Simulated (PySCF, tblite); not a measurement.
# C5H6ClFO: geometry, infrared bands and NMR shifts

Wanted: the infrared bands and NMR shifts of C5H6ClFO (`F[C@H](Cl)COC1=CC1`), by calculation.

Computed with tblite 0.8.0 and PySCF 2.14.0, with density-fitted response routines of our own, on a single molecule in the gas phase. Atoms count from 0, in the outputs and in this text.

## Step 1: Starting geometry

14 atoms, charge 0, multiplicity 1; geometry from: force field or distance geometry start.

Bonds of the start (Å): F0–C1 1.36, C1–Cl2 1.78, C1–C3 1.54, C3–O4 1.41, O4–C5 1.40, C5–C6 1.33, C6–C7 1.49, C7–C5 1.49, C1–H8 1.14, C3–H9 1.11, C3–H10 1.11, C6–H11 1.10, C7–H12 1.10, C7–H13 1.13.

## Step 2: Optimising the geometry with GFN2-xTB

The job: settings as JSON, then the geometry in Å.

```
{"job": {"kind": "relax", "xc": "GFN2-xTB", "basis": "xTB"}, "charge": 0, "multiplicity": 1}
F     -3.429500    -0.756000    -0.796400
C     -2.497800    -0.258400     0.053800
Cl    -2.759700     1.446700     0.509300
C     -1.074100    -0.378400    -0.511800
O     -0.231100     0.151600     0.490700
C      1.159500     0.231800     0.356100
C      2.290900     0.236800     1.059200
C      2.427200     0.360500    -0.416600
H     -2.447400    -0.827000     1.039600
H     -0.996700     0.291000    -1.396600
H     -0.846900    -1.425200    -0.795100
H      2.784300     0.179200     2.041100
H      2.744200     1.334200    -0.809400
H      2.876500    -0.587100    -0.846100
```

On the command line:

```
$ OMP_NUM_THREADS=1 python probes_run.py task.json out
```

This one command runs all jobs of the session in turn.

**Question.** This job is followed by: GFN2-xTB harmonic vibrations, gas phase; GIAO PBE0/pcSseg-1 NMR shielding, non-relativistic, gas phase. Predict these results of the whole session: strongest single infrared mode (GFN2-xTB); zero-point energy (GFN2-xTB); 13C shifts against TMS (PBE0/pcSseg-1); 1H shifts against TMS (PBE0/pcSseg-1); 19F shifts against CFCl3 (PBE0/pcSseg-1); 35Cl shifts against HCl (PBE0/pcSseg-1); 17O shifts against H2O (PBE0/pcSseg-1).

The runs gave:

```
                                 quantity                                   value
strongest single infrared mode (GFN2-xTB)                   1916 cm⁻¹, 193 km/mol
             zero-point energy (GFN2-xTB)                           61.5 kcal/mol
   13C shifts against TMS (PBE0/pcSseg-1)      146.9, 110.6, 79.1, 69.1, 18.1 ppm
    1H shifts against TMS (PBE0/pcSseg-1)  6.33, 4.85, 4.71, 4.42, 1.94, 1.77 ppm
 19F shifts against CFCl3 (PBE0/pcSseg-1)                              -166.6 ppm
  35Cl shifts against HCl (PBE0/pcSseg-1)                                 234 ppm
   17O shifts against H2O (PBE0/pcSseg-1)                               102.3 ppm
```

Over 128 steps the energy fell by 0.703 eV; of the close pairs, O4–C5 changed most, 1.399 to 1.333 Å. No mode is imaginary among the 36: a minimum at this level. The strongest single mode, at 1916 cm⁻¹, moves mainly C5. GFN2-xTB is a fitted tight-binding method: band positions and strengths are rough. Its intensities can rank the bands wrongly. The most deshielded carbon is C5 (alkene carbon bearing oxygen), at 146.9 ppm: an sp2 carbon further deshielded by the attached heteroatom. H8 (hydrogen on an sp3 CH bonded to Cl and F) lies farthest downfield among hydrogen, at 6.33 ppm; its carbon carries Cl and F, which withdraws density. At PBE0/pcSseg-1: The widest tensor belongs to Cl2: span 536 ppm, with a paramagnetic part of -431 ppm.
